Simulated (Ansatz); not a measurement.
# Ni (fcc type): the cost of one run

Computed with Ansatz 0.2.0 (DFT, PBEsol, all-electron LAPW, scalar-relativistic, unless a step's input says otherwise).

## (1) The structure to begin with

It takes space group Fm-3m (No. 225, cubic). Conventional cell: a = 3.464 Å, b = 3.464 Å, c = 3.464 Å, α = 90.00°, β = 90.00°, γ = 90.00°. Ni (site symmetry m-3m) has 12 Ni at 2.45 Å as nearest neighbours.

Structure file:

```
CELL_PARAMETERS angstrom
1.73217 1.73217 0.00000
-1.73217 1.73217 0.00000
0.00000 0.00000 3.46434
ATOMIC_POSITIONS crystal
Ni 0.00000 0.00000 0.00000
Ni 0.50000 0.50000 0.50000
```

Atoms are numbered in the order of the input: Ni1, Ni2.

## (2) Bulk in the slab's orientation, LAPW

Contents of input.yaml:

```yaml
crystal:
  lattice:
    - [1.7321712193, 1.7321712193, 0.0]
    - [-1.7321712193, 1.7321712193, 0.0]
    - [0.0, 0.0, 3.4643424387]
  atoms:
    - { symbol: Ni, position: [0.0, 0.0, 0.0], spin: 1.0 }
    - { symbol: Ni, position: [0.5, 0.5, 0.5], spin: 1.0 }
magnetization:
  spin_polarized: true
kpoints:
  mp_grid: { grid: [17, 17, 12] }
scf:
  occupations: { method: fermi_dirac, width: 0.1 }
hamiltonian:
  xc: pbesol
  pseudopotentials: { kind: all_electron, lapw: { basis_error: 0.001 } }
output:
  forces: true
  stress: true
  eigenvalues: true
```

The run is started by

```console
$ ansatz run input.yaml --threads 3 --pin off --max-ram 9216MiB --backend cpu --events-out ev --progress --plain --runs-dir out
```

Q: Estimate wall time and peak memory on 3 threads of Arm Neoverse V2, shared host.

About 53 s, with a peak of 1.2 GiB.
